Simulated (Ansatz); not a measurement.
# Ti2Cd: response to strain

Aim: deform Ti2Cd (equal xx and yy strain of +2 %) and compute stress, forces and field gradients with LAPW, PAW and all-electron datasets made for the crystal.

Computed with Ansatz 0.2.0 (DFT LDA, scalar-relativistic, unless a step's input says otherwise).

**1. The system as given**

Symmetry: I4/mmm, No. 139, tetragonal system. The conventional cell has a = 2.865 Å, b = 2.865 Å, c = 13.420 Å, α = 90.00°, β = 90.00°, γ = 90.00°. Around Ti (site symmetry 4mm) lie 8 Ti at 2.84 to 2.86 Å and 4 Cd at 3.11 Å. Around Cd (site symmetry 4/mmm) lie 4 Cd at 2.86 Å and 8 Ti at 3.11 Å.

Structure file:

```
Ti Cd
1.0
    -1.43250    1.43250    6.71000
     1.43250   -1.43250    6.71000
     1.43250    1.43250   -6.71000
Ti Cd
2 1
Direct
  0.32400 0.32400 0.00000
  0.67600 0.67600 0.00000
  0.00000 0.00000 0.00000
```

Atoms are numbered in the order of the input: Ti1, Ti2, Cd3.

**2. The deformed structure**

Space group I4/mmm before, I4/mmm after.

**3. LAPW, all electrons**

Contents of input.yaml:

```yaml
crystal:
  lattice:
    - [-1.46115, 1.46115, 6.71]
    - [1.46115, -1.46115, 6.71]
    - [1.46115, 1.46115, -6.71]
  atoms:
    - { symbol: Ti, position: [0.324, 0.324, 0.0] }
    - { symbol: Ti, position: [0.676, 0.676, 0.0] }
    - { symbol: Cd, position: [0.0, 0.0, 0.0] }
kpoints:
  mp_grid: { grid: [16, 16, 16] }
  band_path:
    path:
      - [0.0, 0.0, 0.0]
      - [0.0, 0.0, 0.5]
      - [0.25, 0.25, 0.25]
      - [0.0, 0.5, 0.0]
      - [0.0, 0.0, 0.0]
      - [0.5, 0.5, -0.5]
      - [0.2618545364, 0.7381454636, -0.2618545364]
      - [-0.2618545364, 0.2618545364, 0.2618545364]
      - [0.0, 0.0, 0.0]
    npoints: 5
scf:
  occupations: { method: fermi_dirac, width: 0.08 }
hamiltonian:
  xc: lda
  pseudopotentials: { kind: all_electron, lapw: { basis_error: 0.001 } }
output:
  forces: true
  stress: true
  eigenvalues: true
```

Run with:

```console
$ ansatz run input.yaml --threads 1 --pin off --max-ram 4096MiB --backend cpu --events-out ev --progress --plain --runs-dir out
```

**4. PAW with frozen cores**

Contents of input.yaml:

```yaml
crystal:
  lattice:
    - [-1.46115, 1.46115, 6.71]
    - [1.46115, -1.46115, 6.71]
    - [1.46115, 1.46115, -6.71]
  atoms:
    - { symbol: Ti, position: [0.324, 0.324, 0.0] }
    - { symbol: Ti, position: [0.676, 0.676, 0.0] }
    - { symbol: Cd, position: [0.0, 0.0, 0.0] }
kpoints:
  mp_grid: { grid: [16, 16, 16] }
scf:
  occupations: { method: fermi_dirac, width: 0.08 }
hamiltonian:
  xc: lda
  pseudopotentials: { kind: paw }
output:
  forces: true
  stress: true
  eigenvalues: true
  efg: { contact_densities: true }
```

**5. Datasets made for this crystal**

input.yaml, as its differences from that of step 4:

```diff
@@ -15,3 +15,3 @@
   xc: lda
-  pseudopotentials: { kind: paw }
+  pseudopotentials: { kind: all_electron, datasets: crystal }
 output:
```

(Steps that only read results are left out.)

Before running it: what results should come out? Wanted: pressure; largest shear or deviatoric stress.

The runs gave:

| quantity | value |
| --- | --- |
| pressure | LAPW -11.10, PAW -11.10, crystal datasets -11.10 GPa |
| largest shear or deviatoric stress (LAPW) | 0.79 GPa |

The largest part of the stress beyond the pressure is 0.79 GPa in size, in the zz component; the atoms are carried along and not relaxed. No run of the undeformed cell stands beside it, so pressure and stress hold what the given cell had before the change, as far as its symmetry allows. PAW: stress within 0.01 GPa of LAPW, forces within 1 meV/Å. Crystal datasets: stress within 0.01 GPa of LAPW, forces within 1 meV/Å.
